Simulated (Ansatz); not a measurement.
# TiSi2: the cost of one run

Program: Ansatz 0.2.0. Level of theory: DFT r2SCAN, scalar-relativistic, plane waves, PAW. These are calculated values, not measurements.

1 further run of the same task is left out (it didn't finish).

### Step 1. The starting structure

The structure is orthorhombic, space group Cmcm (No. 63). Conventional cell: a = 3.530 Å, b = 13.519 Å, c = 3.565 Å, α = 90.00°, β = 90.00°, γ = 90.00°. Ti (site symmetry m2m) has 10 Si at 2.58 to 2.81 Å as nearest neighbours. Si (site symmetry m2m) is surrounded by 2 Si at 2.38 Å and 6 Ti at 2.58 to 2.81 Å. Si (site symmetry m2m) has 4 Si at 2.51 Å and 4 Ti at 2.66 to 2.67 Å as nearest neighbours.

As a file:

```
CELL_PARAMETERS angstrom
1.76511 -6.75928 0.00000
1.76511 6.75928 0.00000
0.00000 0.00000 3.56517
ATOMIC_POSITIONS crystal
Ti 0.89688 0.10312 0.75000
Ti 0.10312 0.89688 0.25000
Si 0.55825 0.44175 0.75000
Si 0.44175 0.55825 0.25000
Si 0.24969 0.75031 0.75000
Si 0.75031 0.24969 0.25000
```

This is candidate A: structure listed in a database for this formula (Cmcm, No. 63).

(A quick probe on a coarse mesh, which set the mesh and smearing, is not shown.)

### Step 3. The relaxation (candidate A)

File input.yaml:

```yaml
crystal:
  lattice:
    - [1.765105025, -6.759281535, 0.0]
    - [1.765105025, 6.759281535, 0.0]
    - [0.0, 0.0, 3.56517397]
  atoms:
    - { symbol: Ti, position: [0.89688192, 0.10311808, 0.75] }
    - { symbol: Ti, position: [0.10311808, 0.89688192, 0.25] }
    - { symbol: Si, position: [0.55825145, 0.44174855, 0.75] }
    - { symbol: Si, position: [0.44174855, 0.55825145, 0.25] }
    - { symbol: Si, position: [0.24968518, 0.75031482, 0.75] }
    - { symbol: Si, position: [0.75031482, 0.24968518, 0.25] }
basis:
  ecutwfc: 500
kpoints:
  mp_grid: { grid: [12, 12, 10] }
hamiltonian:
  xc: r2scan
scf:
  occupations: { method: gaussian, width: 0.1 }
output:
  forces: true
  stress: true
  eigenvalues: true
relax:
  adjacent_minimum: "off"
  f_tol: 0.01
  max_steps: 80
  cell: { stress_tol: 0.05 }
```

Launch:

```sh
$ ansatz run input.yaml --threads 1 --pin off --max-ram 3072MiB --backend cpu --events-out ev --progress --plain --runs-dir out
```

**Question.** How long does this run take on 1 thread of Arm Neoverse V2, shared host, and how much memory does it need?

About 4.6 min, with a peak of 1.1 GiB.
